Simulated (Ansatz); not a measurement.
# O: the cost of one run

All numbers below are computed with Ansatz 0.2.0 (DFT PBE+D3(BJ), plane waves, PAW, scalar-relativistic, collinear spin).

### Step 1. Starting point

The cell holds 12 atoms (O12): a = 7.157 Å, b = 7.157 Å, c = 7.157 Å, α = 90.00°, β = 90.00°, γ = 90.00°.

As a file:

```cif
data_structure
_symmetry_space_group_name_H-M 'P 1'
_symmetry_Int_Tables_number 1
_cell_length_a 7.1570
_cell_length_b 7.1570
_cell_length_c 7.1570
_cell_angle_alpha 90.000
_cell_angle_beta 90.000
_cell_angle_gamma 90.000
_cell_volume 366.60
loop_
_atom_site_label
_atom_site_type_symbol
_atom_site_fract_x
_atom_site_fract_y
_atom_site_fract_z
_atom_site_occupancy
O1 O 0.15436 0.06353 0.71732 1
O2 O 0.18862 0.20535 0.62233 1
O3 O 0.73930 0.88432 0.26588 1
O4 O 0.75748 0.73273 0.18223 1
O5 O 0.51297 0.86405 0.63552 1
O6 O 0.46249 0.73781 0.52679 1
O7 O 0.27202 0.17287 0.24750 1
O8 O 0.18259 0.32223 0.24684 1
O9 O 0.55758 0.46045 0.73642 1
O10 O 0.57048 0.47026 0.90976 1
O11 O 0.05618 0.55134 0.52428 1
O12 O 0.91435 0.52292 0.42741 1
```

### Step 2. Relaxing the start

File input.yaml:

```yaml
crystal:
  lattice:
    - [7.156997, 0.0, 0.0]
    - [0.0, 7.156997, 0.0]
    - [0.0, 0.0, 7.156997]
  atoms:
    - { symbol: O, position: [0.1543582, 0.0635349, 0.7173164], spin: 1.0 }
    - { symbol: O, position: [0.1886161, 0.2053485, 0.6223302], spin: 1.0 }
    - { symbol: O, position: [0.7392959, 0.8843161, 0.2658838], spin: 1.0 }
    - { symbol: O, position: [0.7574796, 0.7327301, 0.182229], spin: 1.0 }
    - { symbol: O, position: [0.5129686, 0.8640475, 0.635523], spin: 1.0 }
    - { symbol: O, position: [0.4624869, 0.7378116, 0.5267887], spin: 1.0 }
    - { symbol: O, position: [0.2720182, 0.1728658, 0.2475022], spin: 1.0 }
    - { symbol: O, position: [0.1825857, 0.322226, 0.2468409], spin: 1.0 }
    - { symbol: O, position: [0.5575755, 0.4604547, 0.7364238], spin: 1.0 }
    - { symbol: O, position: [0.5704844, 0.4702598, 0.9097567], spin: 1.0 }
    - { symbol: O, position: [1.0561832, 0.5513432, 0.524275], spin: 1.0 }
    - { symbol: O, position: [0.9143535, 0.522917, 0.4274072], spin: 1.0 }
magnetization:
  spin_polarized: true
basis:
  ecutwfc: 420.0
kpoints:
  mp_grid: { grid: [1, 1, 1] }
hamiltonian:
  xc: pbe
  dispersion: d3bj
scf:
  occupations: { method: fermi_dirac, width: 0.05 }
  lower_state_search: "off"
relax:
  f_tol: 0.3
  max_steps: 15
  adjacent_minimum: "off"
output:
  write_density: true
  write_potential: true
  elf: true
  volumetric_format: npy
```

Started as:

```sh
$ ansatz run input.yaml --threads 1 --pin off --max-ram 3072MiB --backend cpu --events-out ev --progress --plain --runs-dir out
```

What time and memory should one allow on 1 thread of Arm Neoverse N1, shared host?

About 32 s, with a peak of 0.42 GiB.
